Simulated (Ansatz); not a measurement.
**CoO (Fm-3m): equation of state**

The task here is to estimate one member of a computed series from the others.

Computed with Ansatz 0.2.0 (DFT PBE, scalar-relativistic, plane waves, PAW, unless a step's input says otherwise).

Spin polarisation is switched off on purpose; where the compound carries moments, volume, stiffness and gap are then not the real material's.

## The system as given

It takes space group Fm-3m (No. 225, cubic). Conventional cell: a = 4.102 Å, b = 4.102 Å, c = 4.102 Å, α = 90.00°, β = 90.00°, γ = 90.00°. Around Co (site symmetry m-3m) lie 6 O at 2.05 Å. Around O (site symmetry m-3m) lie 6 Co at 2.05 Å.

Structure file:

```
CELL_PARAMETERS angstrom
0.00000 2.05090 2.05090
2.05090 0.00000 2.05090
2.05090 2.05090 0.00000
ATOMIC_POSITIONS crystal
Co 0.00000 0.00000 0.00000
O 0.50000 0.50000 0.50000
```

This cell comes from an earlier session at PBE: 8.626 Å³/atom at 0.04 GPa, on a 14×14×14 mesh.

Volume factors to run: 0.980, 1.020, 0.960, 1.040.

Set-up of the first run:

File input.yaml:

```yaml
crystal:
  lattice:
    - [0.0, 2.0371302694, 2.0371302694]
    - [2.0371302694, 0.0, 2.0371302694]
    - [2.0371302694, 2.0371302694, 0.0]
  atoms:
    - { symbol: Co, position: [0.0, 0.0, 0.0] }
    - { symbol: O, position: [0.5, 0.5, 0.5] }
basis:
  ecutwfc: 420
  ecutrho_ratio: 4
kpoints:
  mp_grid: { grid: [14, 14, 14] }
hamiltonian:
  xc: pbe
scf:
  occupations: { method: gaussian, width: 0.05 }
output:
  forces: true
  stress: true
  eigenvalues: true
```

Run with:

```console
> ansatz run input.yaml --threads 1 --pin off --max-ram 2560MiB --backend cpu --events-out ev --progress --plain --runs-dir out
```

Among the steps run: Scaling the volume by 0.980; At 1.020 of the relaxed volume; Volume × 0.960; Scaling the volume by 1.040.

One of the session's tables, all rows but one given; the rest of the session is left out.

| volume (Å³/atom) | energy (meV/atom) | pressure (GPa) |
| --- | --- | --- |
| 8.281 | 10.54 | 10.15 |
| 8.454 | ? | ? |
| 8.626 | 0.00 | 0.04 |
| 8.799 | 2.34 | -4.22 |
| 8.971 | 9.00 | -8.03 |

Q: Estimate the row for volume (Å³/atom) = 8.454 from the others.

Worked estimate for «energy (meV/atom)». A straight line through the neighbours (8.281, 10.54) and (8.626, 0.00) gives 10.54 + (0.00 − 10.54) × (8.454 − 8.281) / (8.626 − 8.281) = 5.25; a parabola fitted to 3 rows on both sides gives 2.72.

The run gave: energy (meV/atom): 2.54; pressure (GPa): 4.81. In «energy (meV/atom)» the line misses by +2.71 and the parabola by +0.18.

volume (Å³/atom), energy (meV/atom) and a bar:
```
     8.28       10.5 ##############################
     8.45        2.5 #######
     8.63        0.0 
     8.80        2.3 #######
     8.97        9.0 ##########################
```
